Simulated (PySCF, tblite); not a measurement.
# C6H13PSi: geometry, infrared bands and NMR shifts

Aim: predict the infrared bands and NMR shifts of C6H13PSi (`CC1=CP(C[SiH3])CC1`).

The runs use tblite 0.8.0 and PySCF 2.14.0, with density-fitted response routines of our own; the level of theory stands in each step. All values are computed, except where a source is named. Atoms are numbered from 0 throughout.

**1. The starting structure**

21 atoms, charge 0, multiplicity 1; geometry from: force field or distance geometry start.

Bonds of the start (Å): C0–C1 1.52, C1–C2 1.32, C2–P3 1.87, P3–C4 1.85, C4–Si5 1.85, P3–C6 1.89, C6–C7 1.48, C7–C1 1.45, C0–H8 1.09, C0–H9 1.12, C0–H10 1.12, C2–H11 1.09, C4–H12 1.10, C4–H13 1.11, Si5–H14 1.45, Si5–H15 1.50, Si5–H16 1.49, C6–H17 1.09, C6–H18 1.13, C7–H19 1.13, C7–H20 1.14.

**2. Geometry optimisation with GFN2-xTB**

The job: settings as JSON, then the geometry in Å.

```
{"job": {"kind": "relax", "xc": "GFN2-xTB", "basis": "xTB"}, "charge": 0, "multiplicity": 1}
C     -2.299400    -1.400900     0.421100
C     -1.315100    -0.353100    -0.066800
C     -0.733500    -0.473800    -1.243500
P      0.409600     0.977800    -1.501700
C      2.129900     0.455600    -1.079100
Si     2.131700    -0.660700     0.396500
C     -0.325200     1.908300    -0.035700
C     -0.910000     0.792400     0.732100
H     -3.193900    -1.407000    -0.202700
H     -2.488700    -1.262900     1.513100
H     -1.824100    -2.412900     0.322500
H     -0.897800    -1.256200    -1.985200
H      2.628600    -0.018100    -1.943700
H      2.744500     1.349900    -0.835100
H      0.860600    -1.341900     0.553100
H      2.472900     0.112900     1.637500
H      3.181600    -1.704300     0.267300
H     -0.999200     2.707300    -0.340400
H      0.570100     2.279300     0.543500
H     -0.288300     0.520600     1.639000
H     -1.863200     1.204400     1.207600
```

On the command line:

```sh
> OMP_NUM_THREADS=1 python probes_run.py task.json out
```

The driver reads the jobs from task.json and runs them one after another.

The program printed:

```text
step      E/eV     max force
  0    -643.95640    4.495
  1    -644.44911    1.646
  2    -644.59657    0.953
  3    -644.70041    0.665
  4    -644.74077    0.534
  5    -644.76774    0.462
  6    -644.78712    0.310
  7    -644.80251    0.267
  8    -644.81746    0.318
  9    -644.83068    0.289
 10    -644.83845    0.170
 11    -644.84282    0.166
 12    -644.84697    0.157
 13    -644.85204    0.172
 14    -644.85740    0.187
 15    -644.86210    0.142
 16    -644.86622    0.134
 17    -644.87023    0.121
 18    -644.87395    0.157
 19    -644.87693    0.156
 20    -644.87910    0.108
 21    -644.88084    0.112
 22    -644.88231    0.082
 23    -644.88354    0.070
 24    -644.88463    0.066
 25    -644.88568    0.082
 26    -644.88671    0.083
 27    -644.88765    0.072
 28    -644.88857    0.071
 29    -644.88962    0.082
 30    -644.89095    0.096
 31    -644.89251    0.087
 32    -644.89410    0.092
 33    -644.89565    0.090
 34    -644.89722    0.095
 35    -644.89874    0.088
 36    -644.90010    0.102
 37    -644.90132    0.082
 38    -644.90250    0.075
 39    -644.90364    0.073
 40    -644.90469    0.071
 41    -644.90573    0.077
 42    -644.90703    0.091
 43    -644.90881    0.099
 44    -644.91092    0.099
 45    -644.91284    0.095
 46    -644.91444    0.084
 47    -644.91601    0.093
 48    -644.91762    0.115
 49    -644.91879    0.120
 50    -644.92044    0.101
 51    -644.92190    0.075
 52    -644.92308    0.086
 53    -644.92411    0.073
 54    -644.92490    0.059
 55    -644.92556    0.074
 56    -644.92637    0.079
 57    -644.92737    0.097
 58    -644.92826    0.074
 59    -644.92888    0.053
 60    -644.92943    0.053
 61    -644.93010    0.073
 62    -644.93092    0.077
 63    -644.93169    0.059
 64    -644.93222    0.068
 65    -644.93275    0.059
 66    -644.93335    0.069
 67    -644.93443    0.068
 68    -644.93487    0.042
 69    -644.93533    0.033
 70    -644.93563    0.043
 71    -644.93601    0.061
 72    -644.93647    0.060
 73    -644.93701    0.049
 74    -644.93751    0.043
 75    -644.93791    0.041
 76    -644.93822    0.045
 77    -644.93853    0.046
 78    -644.93892    0.042
 79    -644.93939    0.066
 80    -644.93995    0.063
 81    -644.94064    0.056
 82    -644.94133    0.050
 83    -644.94213    0.063
 84    -644.94318    0.084
 85    -644.94399    0.109
 86    -644.94528    0.096
 87    -644.94611    0.067
 88    -644.94710    0.073
 89    -644.94822    0.110
 90    -644.94980    0.118
 91    -644.95127    0.079
 92    -644.95221    0.063
 93    -644.95232    0.069
 94    -644.95277    0.061
 95    -644.95303    0.055
 96    -644.95359    0.038
 97    -644.95395    0.040
 98    -644.95415    0.033
 99    -644.95432    0.028
100    -644.95454    0.029
101    -644.95476    0.034
102    -644.95491    0.024
103    -644.95499    0.033
104    -644.95507    0.028
105    -644.95519    0.027
106    -644.95533    0.025
107    -644.95543    0.017
108    -644.95551    0.015
109    -644.95557    0.016
110    -644.95564    0.021
111    -644.95571    0.022
112    -644.95578    0.021
113    -644.95584    0.021
114    -644.95590    0.020
115    -644.95599    0.027
116    -644.95609    0.025
117    -644.95617    0.018
118    -644.95623    0.016
119    -644.95626    0.037
120    -644.95631    0.021
121    -644.95638    0.015
122    -644.95644    0.017
123    -644.95652    0.018
124    -644.95660    0.019
125    -644.95666    0.016
126    -644.95671    0.016
127    -644.95675    0.015
128    -644.95680    0.015
129    -644.95688    0.021
130    -644.95697    0.032
131    -644.95705    0.037
132    -644.95711    0.029
133    -644.95714    0.013
134    -644.95716    0.010
```

Wall time 2 s (1 thread of AMD EPYC 7R43, shared host).

The steps of the relaxation: (not every step is listed)

```
step  energy from step 0 (eV)  largest force (eV/Å)
   0                   0.0000                4.4949
   1                  -0.4927                1.6462
   2                  -0.6402                0.9531
   3                  -0.7440                0.6653
   4                  -0.7844                0.5338
   5                  -0.8113                0.4616
   6                  -0.8307                0.3105
   7                  -0.8461                0.2674
   8                  -0.8611                0.3177
  20                  -0.9227                0.1083
  32                  -0.9377                0.0924
  44                  -0.9545                0.0992
  56                  -0.9700                0.0788
  68                  -0.9785                0.0420
  80                  -0.9835                0.0632
  92                  -0.9958                0.0631
 104                  -0.9987                0.0279
 116                  -0.9997                0.0253
 128                  -1.0004                0.0149
 129                  -1.0005                0.0211
 130                  -1.0006                0.0322
 131                  -1.0006                0.0368
 132                  -1.0007                0.0285
 133                  -1.0007                0.0130
 134                  -1.0008                0.0104
```

Distances of close pairs at the start and the end, largest changes first:

```
  bond  before (Å)  after (Å)  change (Å)
 C6–C7       1.475      1.531      +0.056
C4–Si5       1.850      1.903      +0.053
 C2–P3       1.866      1.815      -0.051
C7–H20       1.142      1.093      -0.049
 C1–C7       1.454      1.502      +0.048
C6–H18       1.129      1.091      -0.038
C7–H19       1.133      1.094      -0.038
C0–H10       1.122      1.087      -0.035
```

The end geometry stands in the next job.

**3. Harmonic vibrations with GFN2-xTB**

The job: settings as JSON, then the geometry in Å.

```
{"job": {"kind": "ir", "xc": "GFN2-xTB", "basis": "xTB"}, "charge": 0, "multiplicity": 1}
C     -2.307812    -1.387680     0.366561
C     -1.344165    -0.357073    -0.120969
C     -0.696732    -0.389538    -1.281349
P      0.388423     1.029482    -1.601452
C      2.034895     0.317469    -1.089676
Si     2.247172    -0.606655     0.560367
C     -0.212986     1.826951    -0.019373
C     -1.035036     0.808136     0.775343
H     -3.289405    -0.941288     0.526636
H     -1.970236    -1.793369     1.320222
H     -2.406478    -2.201133    -0.347549
H     -0.819035    -1.165107    -2.021547
H      2.316779    -0.346485    -1.912490
H      2.735014     1.157416    -1.130023
H      1.278329    -1.693709     0.695288
H      2.121079     0.322199     1.688035
H      3.602168    -1.165914     0.566971
H     -0.840636     2.672017    -0.315088
H      0.627399     2.229470     0.547193
H     -0.478497     0.444499     1.644734
H     -1.959160     1.257255     1.147692
```

The program printed:

```text
mode    cm-1     km/mol
  1      66.3      0.23
  2      86.6      0.25
  3     121.8      0.58
  4     123.2      0.57
  5     163.8      0.19
  6     171.7      0.78
  7     230.2      0.97
  8     307.6      0.45
  9     321.2      0.27
 10     417.6      1.03
 11     487.7      8.78
 12     496.7     17.51
 13     512.5     15.28
 14     538.0      0.23
 15     648.7     34.35
 16     690.9     51.40
 17     701.1     19.73
 18     753.7      0.55
 19     781.2    248.64
 20     791.8     51.26
 21     795.2    314.83
 22     799.0     29.09
 23     809.7    138.90
 24     814.1    100.88
 25     888.0      1.97
 26     931.8      4.10
 27    1007.9      9.70
 28    1016.4      6.39
 29    1053.1      2.58
 30    1056.5      2.44
 31    1121.1      2.96
 32    1128.9      4.88
 33    1166.2     21.41
 34    1175.4      0.94
 35    1238.4      1.80
 36    1251.7      0.69
 37    1317.8      6.56
 38    1398.7      5.09
 39    1431.9      1.62
 40    1448.8      1.78
 41    1471.9      2.85
 42    1477.2      6.00
 43    1480.0      7.53
 44    1678.3     51.32
 45    2233.4    324.23
 46    2244.1    325.44
 47    2273.0    222.39
 48    2927.8     24.30
 49    2929.4     16.90
 50    2943.8     16.60
 51    2951.8     39.25
 52    2963.5     43.39
 53    2980.4     20.73
 54    2994.7     28.10
 55    3009.7     35.09
 56    3045.8     22.15
 57    3078.1     28.67
```

Run time: 1.6 s. Hardware: 1 thread of AMD EPYC 7R43, shared host.

The strongest bands and the atoms that carry them (share of the mass-weighted mode):

```
cm⁻¹  km/mol                                  atoms
 691    51.4            C4 30 %, H13 22 %, H12 20 %
 781   248.6                     H15 44 %, H14 37 %
 795   314.8            C4 31 %, H14 15 %, Si5 15 %
 810   138.9  H15 38 %, H16 31 %, C4 11 %, H14 10 %
 814   100.9   C2 22 %, P3 14 %, H16 12 %, H11 11 %
2233   324.2                               H15 89 %
2244   325.4                               H16 89 %
2273   222.4                               H14 96 %
```

**4. NMR shieldings: PBE0/pcSseg-1**

Settings changed since step 3:

```diff
@@ -1,2 +1,2 @@
-{"job": {"kind": "ir", "xc": "GFN2-xTB", "basis": "xTB"}, "charge": 0, "multiplicity": 1}
+{"job": {"kind": "nmr", "xc": "PBE0", "basis": "pcSseg-1"}, "charge": 0, "multiplicity": 1}
 C     -2.307812    -1.387680     0.366561
```

Level: GIAO PBE0/pcSseg-1 NMR shielding, non-relativistic, gas phase.

The program printed:

```text
coarse grid: 17824 points
cycle   1  E = -866.5901545625  dE =  7.810e-01  |g| = 4.608e-01  |ddm| = 4.190e+00
cycle   2  E = -866.5721018333  dE =  1.805e-02  |g| = 5.296e-01  |ddm| = 9.734e-01
cycle   3  E = -866.6457462173  dE = -7.364e-02  |g| = 5.988e-02  |ddm| = 5.923e-01
cycle   4  E = -866.6464295677  dE = -6.834e-04  |g| = 3.207e-02  |ddm| = 9.522e-02
cycle   5  E = -866.6466656460  dE = -2.361e-04  |g| = 1.095e-02  |ddm| = 4.000e-02
cycle   6  E = -866.6466958456  dE = -3.020e-05  |g| = 2.714e-03  |ddm| = 1.426e-02
cycle   7  E = -866.6466976003  dE = -1.755e-06  |g| = 3.502e-04  |ddm| = 2.611e-03
final grid: 160936 points
cycle   8  E = -866.6961690297  dE = -3.877e-05  |g| = 8.828e-03  |ddm| = 3.672e-02
cycle   9  E = -866.6961575110  dE =  1.152e-05  |g| = 1.104e-02  |ddm| = 1.951e-02
cycle  10  E = -866.6961894500  dE = -3.194e-05  |g| = 9.894e-04  |ddm| = 1.194e-02
cycle  11  E = -866.6961896599  dE = -2.100e-07  |g| = 3.779e-04  |ddm| = 1.375e-03
cycle  12  E = -866.6961896933  dE = -3.340e-08  |g| = 1.157e-04  |ddm| = 4.382e-04
cycle  13  E = -866.6961896966  dE = -3.246e-09  |g| = 2.499e-05  |ddm| = 1.361e-04
cycle  14  E = -866.6961896967  dE = -1.505e-10  |g| = 3.918e-06  |ddm| = 3.061e-05
converged SCF energy = -866.6961896967

GIAO shielding tensors (ppm)
atom      isotropic    diamagn.    paramagn.     s11        s22        s33       span
  0 C      165.149     244.952     -79.803    150.399    156.592    188.457     38.058
  1 C       25.394     262.830    -237.436    -83.774     30.622    129.333    213.107
  2 C       54.224     260.036    -205.812    -38.811     70.562    130.922    169.733
  3 P      328.335     965.927    -637.592    250.548    319.236    415.221    164.673
  4 C      175.446     255.360     -79.914    163.643    172.494    190.201     26.559
  5 Si     435.417     879.828    -444.412    412.669    421.140    472.441     59.773
  6 C      160.611     252.994     -92.384    136.866    167.112    177.854     40.988
  7 C      142.970     249.378    -106.408    112.889    146.162    169.859     56.970
  8 H       29.790      27.662       2.128     25.527     27.722     36.121     10.594
  9 H       29.804      29.157       0.647     25.799     28.403     35.210      9.410
 10 H       29.510      29.172       0.338     24.966     28.446     35.117     10.151
 11 H       25.979      34.190      -8.211     24.066     26.589     27.281      3.215
 12 H       30.901      31.006      -0.105     25.405     28.914     38.384     12.980
 13 H       30.928      30.487       0.441     25.659     28.538     38.588     12.928
 14 H       28.023      30.567      -2.544     23.748     28.912     31.409      7.661
 15 H       28.029      30.273      -2.244     24.347     27.186     32.556      8.209
 16 H       27.944      28.987      -1.044     23.880     25.401     34.550     10.670
 17 H       29.574      31.330      -1.755     23.332     27.920     37.471     14.139
 18 H       30.073      32.316      -2.243     26.755     28.064     35.400      8.645
 19 H       29.082      32.704      -3.622     25.907     28.277     33.062      7.155
 20 H       29.166      31.608      -2.443     23.926     28.410     35.161     11.234
```

Run time: 74 s. Hardware: 1 thread of AMD EPYC 7R43, shared host; peak memory 0.91 GiB.

Shifts follow as δ = σ(reference) − σ, with reference shieldings (ppm) from runs at the same level and on the same kind of geometry: 1H TMS 31.72, 13C TMS 186.9, 29Si TMS 349.2, 31P H3PO4 318.4. The references are single molecules in the gas phase, so shifts against H2O, NH3, PH3, H3PO4 or CFCl3 are not on the usual liquid scales and can be off by tens of ppm. Atoms listed in one row are averaged.

```
        atoms                                     environment  σ (ppm)  δ (ppm)  δ scaled to CDCl3
           C1                 fully substituted alkene carbon     25.4    161.5              155.7
           C2                                       alkene CH     54.2    132.7              127.6
           C7                                 allylic sp3 CH2    143.0     44.0               41.0
           C6                             sp3 CH2 bonded to P    160.6     26.3               23.8
           C0                           allylic methyl carbon    165.1     21.8               19.3
           C4                      sp3 CH2 bonded to P and Si    175.4     11.5                9.3
          H11                        hydrogen on an alkene CH    25.98     5.74               5.52
H14, H15, H16               hydrogen on a silicon bonded to C    28.00     3.72                  –
     H19, H20                  hydrogen on an allylic sp3 CH2    29.12     2.59               2.55
  H8, H9, H10            hydrogen on an allylic methyl carbon    29.70     2.02               2.01
     H17, H18              hydrogen on an sp3 CH2 bonded to P    29.82     1.89               1.89
     H12, H13       hydrogen on an sp3 CH2 bonded to P and Si    30.91     0.80               0.86
           P3  phosphorus bonded to 3 C, in a 5-membered ring    328.3    -10.0                  –
          Si5                        silicon bonded to C, 3 H    435.4    -86.3                  –
```

The scaled column applies a straight-line fit of computed shieldings to shifts measured in CDCl3 (root-mean-square error 0.16 ppm for H, 1.9 ppm for C).

Charges from the same density, by scheme (e):

```
atoms  Mulliken    IAO  Hirshfeld  ESP fit
   C0     -0.13  -0.43      -0.12    -0.80
   C1     -0.34   0.04       0.02     0.35
   C2     -0.29  -0.39      -0.12    -0.15
   P3      0.43   0.50       0.13    -0.33
   C4     -0.72  -0.73      -0.21    -0.16
  Si5      0.49   0.58       0.30     0.33
   C6     -0.44  -0.45      -0.12     0.08
   C7     -0.13  -0.27      -0.07    -0.37
```

Mayer bond orders: C0–C1 1.07, C1–C2 1.83, C2–P3 0.97, P3–C4 0.94, C4–Si5 0.89, P3–C6 0.96, C6–C7 1.00, C7–C1 1.02.

Ring of atoms C1, C2, P3, C6, C7: NICS(0) -2.9, NICS(1) -3.4, NICS(1)zz -4.7 ppm (means of both faces).

The fields below are evaluated on a grid from the run's orbitals.

Frontier orbitals at PBE0/pcSseg-1, with the share of their density that lies nearest to each atom:

```
orbital  energy (eV)                             lies on
   HOMO        -6.13  P3 51 %; C1, C2, C4 about 9 % each
   LUMO        -0.01            C1 29 %; C2 21 %; P3 9 %
```

ELF in a plane through or near 6 of the atoms.

Values, 10 rows by 14 columns:
```
0.00 0.00 0.00 0.00 0.00 0.00 0.00 0.00 0.00 0.00 0.00 0.00 0.00 0.00
0.00 0.00 0.00 0.00 0.00 0.00 0.00 0.00 0.00 0.00 0.00 0.00 0.00 0.00
0.00 0.00 0.00 0.00 0.01 0.71 0.48 0.10 0.01 0.11 0.01 0.00 0.00 0.00
0.00 0.00 0.00 0.00 0.02 0.99 0.98 0.40 0.64 1.00 0.82 0.00 0.00 0.00
0.00 0.00 0.00 0.01 0.04 0.02 0.06 0.63 0.13 0.57 0.02 0.09 0.00 0.00
0.00 0.00 0.01 0.12 0.18 0.15 0.08 0.06 0.22 0.23 0.51 0.90 0.13 0.00
0.00 0.01 0.86 0.99 0.13 0.20 1.00 0.19 0.03 0.94 0.95 0.07 0.00 0.00
0.00 0.00 0.69 0.99 0.49 0.73 1.00 0.62 0.00 0.07 0.08 0.01 0.00 0.00
0.00 0.00 0.00 0.04 0.01 0.02 0.07 0.00 0.00 0.00 0.00 0.00 0.00 0.00
0.00 0.00 0.00 0.00 0.00 0.00 0.00 0.00 0.00 0.00 0.00 0.00 0.00 0.00
```
The map spans 12.1 Å across and 10.7 Å up, centred on the molecule. Atoms in the plane (x, y in Å): Si5 (-2.0, -1.0), C7 (0.9, 1.0), H9 (2.5, -1.3), H14 (-0.8, -1.9), H18 (-1.0, 2.1), H20 (1.8, 1.7).

On the surface of density 0.002 e/bohr³ the electrostatic potential runs, from the 1st to the 99th percentile, from -1.20 V near P3 to 0.77 V near H16.

**5. Summary of results**

| quantity | value |
| --- | --- |
| strongest single infrared mode (GFN2-xTB) | 2244 cm⁻¹, 325 km/mol |
| zero-point energy (GFN2-xTB) | 104.3 kcal/mol |
| 13C shifts against TMS (PBE0/pcSseg-1) | 161.5, 132.7, 44.0, 26.3, 21.8, 11.5 ppm |
| 1H shifts against TMS (PBE0/pcSseg-1, means over atoms taken as alike) | 5.74, 3.72, 2.59, 2.02, 1.89, 0.80 ppm |
| 31P shifts against H3PO4 (PBE0/pcSseg-1) | -10.0 ppm |
| 29Si shifts against TMS (PBE0/pcSseg-1) | -86.3 ppm |
| surface potential, 1st and 99th percentile | -1.20 V and 0.77 V |

What this shows: The optimisation took 134 steps and gained 1.001 eV; among the close pairs (by a distance rule), C6–C7 changed most, from 1.475 to 1.531 Å. No mode is imaginary among the 57: a minimum at this level. The strongest single mode, at 2244 cm⁻¹, moves mainly H16. Unscaled tight-binding wavenumbers are off by several per cent, some by more. Its intensities can rank the bands wrongly. The most deshielded hydrogen is H11 (hydrogen on an alkene CH), at 5.74 ppm: olefinic region. At PBE0/pcSseg-1: Shielding is most anisotropic at C1 (span 213 ppm, paramagnetic term -237 ppm).
